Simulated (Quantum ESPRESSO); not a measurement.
# PtSe (P-6m2) in Quantum ESPRESSO: equation of state

How stiff is PtSe in PBE, and what volume does it want? The cell is scaled to several volumes.

All numbers are computed with Quantum ESPRESSO 7.5; they aren't measurements. Logs are shortened: lines on timing, memory, paths and dates and some standing lists are left out, and cuts for length are marked.

**1. The structure**

The structure is hexagonal, space group P-6m2 (No. 187). The conventional cell has a = 3.702 Å, b = 3.702 Å, c = 3.613 Å, α = 90.00°, β = 90.00°, γ = 120.00°. Around Pt (site symmetry -6m2) lie 6 Se at 2.80 Å. Se (site symmetry -6m2) is surrounded by 6 Pt at 2.80 Å.

The cell comes from a database or a generator and needn't be the stable form of this composition.

**2. Single point, PBE, 20.15 Å³/atom**

pw.in reads:

```
&CONTROL
  calculation = 'scf'
  prefix = 'pwscf'
  outdir = './tmp'
  pseudo_dir = './pseudo'
  tstress = .true.
  disk_io = 'nowf'
/
&SYSTEM
  ibrav = 0
  nat = 2
  ntyp = 2
  ecutwfc = 55
  ecutrho = 440
  nbnd = 18
  occupations = 'smearing'
  smearing = 'fd'
  degauss = 0.00367493
/
&ELECTRONS
  conv_thr = 4d-10
  electron_maxstep = 120
  mixing_beta = 0.5
/
ATOMIC_SPECIES
Pt   195.0840 pt_pbe_v1.4.uspp.F.UPF
Se    78.9710 Se_pbe_v1.uspp.F.UPF
CELL_PARAMETERS angstrom
   3.6263007515    0.0000000000    0.0000000000
  -1.8131503709    3.1404685752    0.0000000000
   0.0000000000    0.0000000000    3.5390898656
ATOMIC_POSITIONS crystal
Pt     0.0000000000    0.0000000000    0.0000000000
Se     0.6666666667    0.3333333333    0.5000000000
K_POINTS automatic
8 8 7 0 0 0
```

Potentials or basis: SSSP 1.3 efficiency PBE.

Command:

```sh
$ OMP_NUM_THREADS=1 pw.x -in pw.in > pw.out
```

pw.out:

```text
This program is part of the open-source Quantum ESPRESSO suite
     for quantum simulation of materials; please cite
         "P. Giannozzi et al., J. Phys.:Condens. Matter 21 395502 (2009);
         "P. Giannozzi et al., J. Phys.:Condens. Matter 29 465901 (2017);
         "P. Giannozzi et al., J. Chem. Phys. 152 154105 (2020);
     in publications or presentations arising from this work. More details at

     Message from routine setup:
     using ibrav=0 with symmetry is DISCOURAGED, use correct ibrav instead

     G-vector sticks info
     --------------------
     sticks:   dense  smooth     PW     G-vecs:    dense   smooth      PW
     Sum        1417     721    211                42381    15007    2459

     Using Slab Decomposition

     bravais-lattice index     =            0
     lattice parameter (alat)  =       6.8527  a.u.
     unit-cell volume          =     271.9859 (a.u.)^3
     number of atoms/cell      =            2
     number of atomic types    =            2
     number of electrons       =        22.00
     number of Kohn-Sham states=           18
     kinetic-energy cutoff     =      55.0000  Ry
     charge density cutoff     =     440.0000  Ry
     scf convergence threshold =      4.0E-10
     mixing beta               =       0.5000
     number of iterations used =            8  plain     mixing
     Exchange-correlation= SLA  PW   PBE  PBE
                           (   1   4   3   4   0   0   0)

     celldm(1)=   6.852715  celldm(2)=   0.000000  celldm(3)=   0.000000
     celldm(4)=   0.000000  celldm(5)=   0.000000  celldm(6)=   0.000000

     crystal axes: (cart. coord. in units of alat)
               a(1) = (   1.000000   0.000000   0.000000 )
               a(2) = (  -0.500000   0.866025   0.000000 )
               a(3) = (   0.000000   0.000000   0.975950 )

     reciprocal axes: (cart. coord. in units 2 pi/alat)
               b(1) = (  1.000000  0.577350 -0.000000 )
               b(2) = (  0.000000  1.154701  0.000000 )
               b(3) = (  0.000000 -0.000000  1.024642 )

     PseudoPot. # 1 for Pt read from file:
     pt_pbe_v1.4.uspp.F.UPF
     Pseudo is Ultrasoft + core correction, Zval = 16.0
     Generated by new atomic code, or converted to UPF format
     Using radial grid of  985 points,  6 beta functions with:
                l(1) =   0
                l(2) =   0
                l(3) =   1
                l(4) =   1
                l(5) =   2
                l(6) =   2
     Q(r) pseudized with  8 coefficients,  rinner =    1.300   1.300   1.300
                                                       1.300   1.300

     PseudoPot. # 2 for Se read from file:
     Se_pbe_v1.uspp.F.UPF
     Pseudo is Ultrasoft + core correction, Zval =  6.0
     Generated by new atomic code, or converted to UPF format
     Using radial grid of  877 points,  6 beta functions with:
                l(1) =   0
                l(2) =   0
                l(3) =   1
                l(4) =   1
                l(5) =   2
                l(6) =   2
     Q(r) pseudized with  8 coefficients,  rinner =    1.300   1.300   1.300
                                                       1.300   1.300

     atomic species   valence    mass     pseudopotential
     Pt               16.00   195.08400     Pt( 1.00)
     Se                6.00    78.97100     Se( 1.00)

     12 Sym. Ops. (no inversion) found

   Cartesian axes

     site n.     atom                  positions (alat units)
         1        Pt     tau(   1) = (   0.0000000   0.0000000   0.0000000  )
         2        Se     tau(   2) = (   0.5000000   0.2886751   0.4879752  )

     number of k points=    40  Fermi-Dirac smearing, width (Ry)=  0.0037
                       cart. coord. in units 2pi/alat
        k(    1) = (   0.0000000   0.0000000   0.0000000), wk =   0.0044643
        k(    2) = (   0.0000000   0.0000000   0.1463775), wk =   0.0089286
        k(    3) = (   0.0000000   0.0000000   0.2927549), wk =   0.0089286
        k(    4) = (   0.0000000   0.0000000   0.4391324), wk =   0.0089286
        k(    5) = (   0.0000000   0.1443376   0.0000000), wk =   0.0267857
        k(    6) = (   0.0000000   0.1443376   0.1463775), wk =   0.0535714
[... 32 lines left out ...]
        k(   39) = (   0.2500000   0.5773503   0.2927549), wk =   0.0535714
        k(   40) = (   0.2500000   0.5773503   0.4391324), wk =   0.0535714

     Dense  grid:    42381 G-vectors     FFT dimensions: (  45,  45,  45)

     Smooth grid:    15007 G-vectors     FFT dimensions: (  36,  36,  32)

     Initial potential from superposition of free atoms

     starting charge      21.4999, renormalised to      22.0000

     negative rho (up, down):  1.856E-01 0.000E+00
     Starting wfcs are   16 randomized atomic wfcs +    2 random wfcs

     Self-consistent Calculation

     iteration #  1     ecut=    55.00 Ry     beta= 0.50
     Davidson diagonalization with overlap
     ethr =  1.00E-02,  avg # of iterations =  4.5

     negative rho (up, down):  1.728E-01 0.000E+00

     total energy              =    -253.62360041 Ry
     estimated scf accuracy    <       1.42712985 Ry

     iteration #  2     ecut=    55.00 Ry     beta= 0.50
     Davidson diagonalization with overlap
     ethr =  6.49E-03,  avg # of iterations =  2.0
[... 60 lines left out ...]
     iteration #  9     ecut=    55.00 Ry     beta= 0.50
     Davidson diagonalization with overlap
     ethr =  1.53E-11,  avg # of iterations =  6.0

     negative rho (up, down):  1.755E-01 0.000E+00

     End of self-consistent calculation

          k = 0.0000 0.0000 0.0000 (  1845 PWs)   bands (ev):

   -40.0627 -39.9542 -39.9542  -2.6918   8.3237   8.3237   8.4630  10.0324
    10.0324  10.0373  12.3523  12.9073  12.9073  19.5582  20.0333  20.0333
    25.3114  25.8888

          k = 0.0000 0.0000 0.1464 (  1864 PWs)   bands (ev):

   -40.0653 -39.9540 -39.9540  -2.5311   7.7010   8.4021   8.4021   9.6375
     9.8239   9.8239  12.9909  12.9909  13.6758  20.0864  20.2484  20.2484
    24.1157  25.6131
[... 79 lines left out ...]
          k = 0.0000 0.4330 0.4391 (  1885 PWs)   bands (ev):

   -40.0742 -39.9647 -39.9562  -1.2079   6.1160   7.1409   7.7170   9.6231
    10.3679  10.6698  11.4502  13.7035  13.9498  18.1483  19.6110  21.0361
    24.2835  26.9033

          k = 0.0000-0.5774 0.0000 (  1874 PWs)   bands (ev):

   -40.0611 -39.9679 -39.9579  -1.5093   5.3021   7.9299   8.7520   9.4018
     9.8392  10.8602  10.9822  13.5568  15.0249  18.3334  20.9563  21.6132
    24.6271  27.2102

          k = 0.0000-0.5774 0.1464 (  1868 PWs)   bands (ev):

   -40.0637 -39.9677 -39.9576  -1.4346   5.4768   7.6803   8.6660   9.0909
    10.3308  10.7883  11.4797  12.3678  16.2153  17.2191  20.5921  23.0310
    23.3964  26.3827

          k = 0.0000-0.5774 0.2928 (  1870 PWs)   bands (ev):

   -40.0694 -39.9671 -39.9571  -1.2576   5.8814   7.2990   7.9698   9.6514
    10.5052  10.5401  11.5970  12.6946  14.5676  17.7810  20.7869  20.8463
    25.1209  25.9203

          k = 0.0000-0.5774 0.4391 (  1888 PWs)   bands (ev):

   -40.0739 -39.9666 -39.9567  -1.1051   6.2458   6.9269   7.6005  10.1599
    10.5639  10.6694  11.4190  12.7644  13.8028  17.8047  19.1692  21.0010
    25.7460  27.9219

          k = 0.1250 0.2165 0.0000 (  1876 PWs)   bands (ev):

   -40.0621 -39.9595 -39.9559  -2.2863   7.0831   8.5827   8.6259   8.8257
     9.9326  10.9095  11.9724  12.0324  14.7966  18.9839  20.6211  21.7460
    22.7506  26.9105
[... 109 lines left out ...]
          k = 0.2500 0.5774 0.4391 (  1873 PWs)   bands (ev):

   -40.0737 -39.9643 -39.9607  -1.0292   6.3784   6.6156   7.8705   9.7915
    10.6694  10.8171  11.8850  12.7455  13.3390  15.9172  20.3749  22.7208
    24.7573  27.0343

     the Fermi energy is    12.2292 ev

!    total energy              =    -254.26391402 Ry
     estimated scf accuracy    <          2.8E-10 Ry
     smearing contrib. (-TS)   =      -0.00072085 Ry
     internal energy E=F+TS    =    -254.26319317 Ry

     The total energy is F=E-TS. E is the sum of the following terms:
     one-electron contribution =     -61.89224934 Ry
     hartree contribution      =      44.00453328 Ry
     xc contribution           =     -86.48675320 Ry
     ewald contribution        =    -149.88872391 Ry

     convergence has been achieved in   9 iterations

     Computing stress (Cartesian axis) and pressure

     negative rho (up, down):  1.755E-01 0.000E+00
          total   stress  (Ry/bohr**3)                   (kbar)     P=      -71.07
  -0.00039556   0.00000000   0.00000000          -58.19        0.00        0.00
   0.00000000  -0.00039556   0.00000000            0.00      -58.19        0.00
   0.00000000   0.00000000  -0.00065832            0.00        0.00      -96.84

=------------------------------------------------------------------------------=
   JOB DONE.
=------------------------------------------------------------------------------=
```

Wall time 30 s (1 thread of Arm Neoverse V1, shared host); peak memory 0.2 GiB.

What came out:

* Free energy: -3459.4368 eV
* Pressure: -7.1 GPa
* Band gap on the k mesh: none (metal or under the smearing width)

**3. Single point, PBE, 20.58 Å³/atom**

pw.in: that of step 2 with these lines changed.

```diff
@@ -28,5 +28,5 @@
 CELL_PARAMETERS angstrom
-   3.6263007515    0.0000000000    0.0000000000
-  -1.8131503709    3.1404685752    0.0000000000
-   0.0000000000    0.0000000000    3.5390898656
+   3.6518389222    0.0000000000    0.0000000000
+  -1.8259194562    3.1625852798    0.0000000000
+   0.0000000000    0.0000000000    3.5640138548
 ATOMIC_POSITIONS crystal
```

Potentials or basis: SSSP 1.3 efficiency PBE.

Command:

```sh
$ OMP_NUM_THREADS=1 pw.x -in pw.in > pw.out
```

Wall time 33 s (1 thread of Arm Neoverse V1, shared host); peak memory 0.2 GiB.

Results (log left out):

```yaml
Free_energy: -3459.3943 eV
Pressure: -8.9 GPa
Band_gap_on_the_k_mesh: none (metal or under the smearing width)
```

**4. Single point, PBE, 21.01 Å³/atom**

pw.in: that of step 3 with these lines changed.

```diff
@@ -28,5 +28,5 @@
 CELL_PARAMETERS angstrom
-   3.6518389222    0.0000000000    0.0000000000
-  -1.8259194562    3.1625852798    0.0000000000
-   0.0000000000    0.0000000000    3.5640138548
+   3.6770248141    0.0000000000    0.0000000000
+  -1.8385124021    3.1843969020    0.0000000000
+   0.0000000000    0.0000000000    3.5885940374
 ATOMIC_POSITIONS crystal
```

Command:

```sh
$ OMP_NUM_THREADS=1 pw.x -in pw.in > pw.out
```

Run time: 37 s. Hardware: 1 thread of Arm Neoverse V1, shared host; peak memory 0.2 GiB.

It converged, with:

```
Free energy            : -3459.3430 eV
Pressure               : -10.4 GPa
Band gap on the k mesh : none (metal or under the smearing width)
```

**5. Single point, PBE, 21.44 Å³/atom**

pw.in: that of step 4 with these lines changed.

```diff
@@ -28,5 +28,5 @@
 CELL_PARAMETERS angstrom
-   3.6770248141    0.0000000000    0.0000000000
-  -1.8385124021    3.1843969020    0.0000000000
-   0.0000000000    0.0000000000    3.5885940374
+   3.7018703300    0.0000000000    0.0000000000
+  -1.8509351600    3.2059137500    0.0000000000
+   0.0000000000    0.0000000000    3.6128420300
 ATOMIC_POSITIONS crystal
```

Command:

```sh
$ OMP_NUM_THREADS=1 pw.x -in pw.in > pw.out
```

Run time: 38 s. Hardware: 1 thread of Arm Neoverse V1, shared host; peak memory 0.21 GiB.

The run converged. Its results:

| Quantity | Value |
| --- | --- |
| Free energy | -3459.2842 eV |
| Pressure | -11.7 GPa |
| Band gap on the k mesh | none (metal or under the smearing width) |

**6. Single point, PBE, 21.87 Å³/atom**

pw.in: that of step 5 with these lines changed.

```diff
@@ -28,5 +28,5 @@
 CELL_PARAMETERS angstrom
-   3.7018703300    0.0000000000    0.0000000000
-  -1.8509351600    3.2059137500    0.0000000000
-   0.0000000000    0.0000000000    3.6128420300
+   3.7263867420    0.0000000000    0.0000000000
+  -1.8631933660    3.2271455856    0.0000000000
+   0.0000000000    0.0000000000    3.6367688335
 ATOMIC_POSITIONS crystal
```

Potentials or basis: SSSP 1.3 efficiency PBE.

Command:

```sh
$ OMP_NUM_THREADS=1 pw.x -in pw.in > pw.out
```

It took 39 s on 1 thread of Arm Neoverse V1, shared host; peak memory 0.21 GiB.

The run converged. Its results:

* Free energy: -3459.2187 eV
* Pressure: -12.9 GPa
* Band gap on the k mesh: none (metal or under the smearing width)

**7. Single point, PBE, 22.30 Å³/atom**

pw.in: that of step 6 with these lines changed.

```diff
@@ -28,5 +28,5 @@
 CELL_PARAMETERS angstrom
-   3.7263867420    0.0000000000    0.0000000000
-  -1.8631933660    3.2271455856    0.0000000000
-   0.0000000000    0.0000000000    3.6367688335
+   3.7505847366    0.0000000000    0.0000000000
+  -1.8752923632    3.2481016636    0.0000000000
+   0.0000000000    0.0000000000    3.6603848772
 ATOMIC_POSITIONS crystal
```

Command:

```sh
$ OMP_NUM_THREADS=1 pw.x -in pw.in > pw.out
```

Run time: 38 s. Hardware: 1 thread of Arm Neoverse V1, shared host; peak memory 0.21 GiB.

The run converged. Its results:

* Free energy: -3459.1476 eV
* Pressure: -13.8 GPa
* Band gap on the k mesh: none (metal or under the smearing width)

**8. Single point, PBE, 22.72 Å³/atom**

pw.in: that of step 7 with these lines changed.

```diff
@@ -28,5 +28,5 @@
 CELL_PARAMETERS angstrom
-   3.7505847366    0.0000000000    0.0000000000
-  -1.8752923632    3.2481016636    0.0000000000
-   0.0000000000    0.0000000000    3.6603848772
+   3.7744744554    0.0000000000    0.0000000000
+  -1.8872372226    3.2687907671    0.0000000000
+   0.0000000000    0.0000000000    3.6837000592
 ATOMIC_POSITIONS crystal
```

Command:

```sh
$ OMP_NUM_THREADS=1 pw.x -in pw.in > pw.out
```

Wall time 38 s (1 thread of Arm Neoverse V1, shared host); peak memory 0.22 GiB.

Results (log left out):

* Free energy: -3459.0716 eV
* Pressure: -14.7 GPa
* Band gap on the k mesh: none (metal or under the smearing width)

**9. Equation of state, PBE**

Potentials or basis: SSSP 1.3 efficiency PBE.

This step only gathers the single runs of the series.

What came out:

```
Equilibrium volume                        : 18.87 Å³/atom (rough: see the caveat)
Bulk modulus at fixed shape and positions : 127 GPa (rough)
```

Energy against volume, from the lowest point:
| volume (Å³/atom) | energy (meV/atom) |
| --- | --- |
| 20.152 | 0.00 |
| 20.581 | 21.23 |
| 21.010 | 46.87 |
| 21.438 | 76.31 |
| 21.867 | 109.03 |
| 22.296 | 144.60 |
| 22.725 | 182.59 |

Caveat: the minimum lies outside the volumes run; the cell was scaled at fixed shape and fractional positions, which overstates the stiffness of a crystal with free parameters, most of all of layers and chains. Spin-orbit coupling is left out, which matters for the levels of Pt.
